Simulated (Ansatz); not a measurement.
**CH₃FOSeSi: one species, many methods**

An exercise on one series of results from a longer session: the logs are not shown, and one member is left open.

Program: Ansatz 0.2.0, Gaussian basis. Level of theory: functionals in def2-TZVPP, the program's frozen cores in correlated methods. These are calculated values, not measurements.

Levels to be run: PBE-D4, r2SCAN-D4, PBE0-D4, B3LYP-D4, ωB97X-V, ωB97M-V, B2PLYP; CCSD(T)/def2-TZVPP; MP2/def2-QZVPP; extrapolation to the limit.

## The relaxed structure

An earlier PBE0-D4 in a triple-zeta def2 set relaxation fixed the geometry.

SMILES `FC1O[SiH2][Se]1`, 8 atoms, charge 0, spin multiplicity 1.

Atoms are counted from 1 here; the program's logs count them from 0.

Bond lengths: F1–C2 1.350 Å, C2–O3 1.380 Å, C2–Se5 2.017 Å, C2–H6 1.091 Å, O3–Si4 1.676 Å, Si4–Se5 2.258 Å, Si4–H7 1.482 Å, Si4–H8 1.481 Å. Angles: F1–C2–O3 110.3°, F1–C2–Se5 111.2°, F1–C2–H6 108.1°, O3–C2–Se5 104.1°, O3–C2–H6 112.4°, Se5–C2–H6 110.8°, C2–O3–Si4 102.5°, O3–Si4–Se5 85.6°, O3–Si4–H7 112.9°, O3–Si4–H8 111.5°, Se5–Si4–H7 118.2°, Se5–Si4–H8 116.9°, H7–Si4–H8 109.7°, C2–Se5–Si4 67.7°.

Set-up of the first run:

Contents of in.yaml:

```yaml
crystal:
  periodic: [false, false, false]
  atoms:
    - {symbol: F, position_ang: [-1.465709, 1.610288, 0.341037]}
    - {symbol: C, position_ang: [-0.226183, 1.076265, 0.382649]}
    - {symbol: O, position_ang: [0.093686, 0.511367, -0.835515]}
    - {symbol: Si, position_ang: [0.312615, -1.102738, -0.441936]}
    - {symbol: Se, position_ang: [-0.140631, -0.468496, 1.677302]}
    - {symbol: H, position_ang: [0.472681, 1.862904, 0.671714]}
    - {symbol: H, position_ang: [-0.650386, -1.998280, -1.125305]}
    - {symbol: H, position_ang: [1.696028, -1.548411, -0.725846]}
basis:
  gaussian: {orbitals: def2-TZVPP}
hamiltonian: {xc: pbe, dispersion: d4}
output: {forces: true, orbitals: {seedname: orbitals}}
```

Launch:

```console
$ ansatz run in.yaml --threads 4 --pin off --events-out ev --progress --plain --max-ram 10444MiB
```

Steps of the session up to this table: PBE-D4 (GGA); r2SCAN-D4 (meta-GGA); PBE0-D4 (hybrid); B3LYP-D4 (hybrid); ωB97X-V (range-separated); ωB97M-V (range-separated); B2PLYP (double hybrid); CCSD(T) in def2-TZVPP; MP2 in def2-QZVPP.

One of the session's tables, all rows but one given; the rest of the session is left out.

```
            method  atomisation energy (kJ/mol)
            PBE-D4                       2947.3
         r2SCAN-D4                       2883.5
           PBE0-D4                       2862.4
          B3LYP-D4                       2841.0
           ωB97X-V                            ?
           ωB97M-V                       2866.5
            B2PLYP                       2817.5
     HF/def2-TZVPP                       1937.0
    MP2/def2-TZVPP                       2867.2
   CCSD/def2-TZVPP                       2713.0
CCSD(T)/def2-TZVPP                       2776.0
           MP2/CBS                       2965.3
       CCSD(T)/CBS                       2874.1
```

**Question.** Estimate the row for ωB97X-V.

As computed: atomisation energy (kJ/mol): 2883.2. In the column «atomisation energy (kJ/mol)» it lies between CCSD(T)/CBS (2874.1) and r2SCAN-D4 (2883.5).
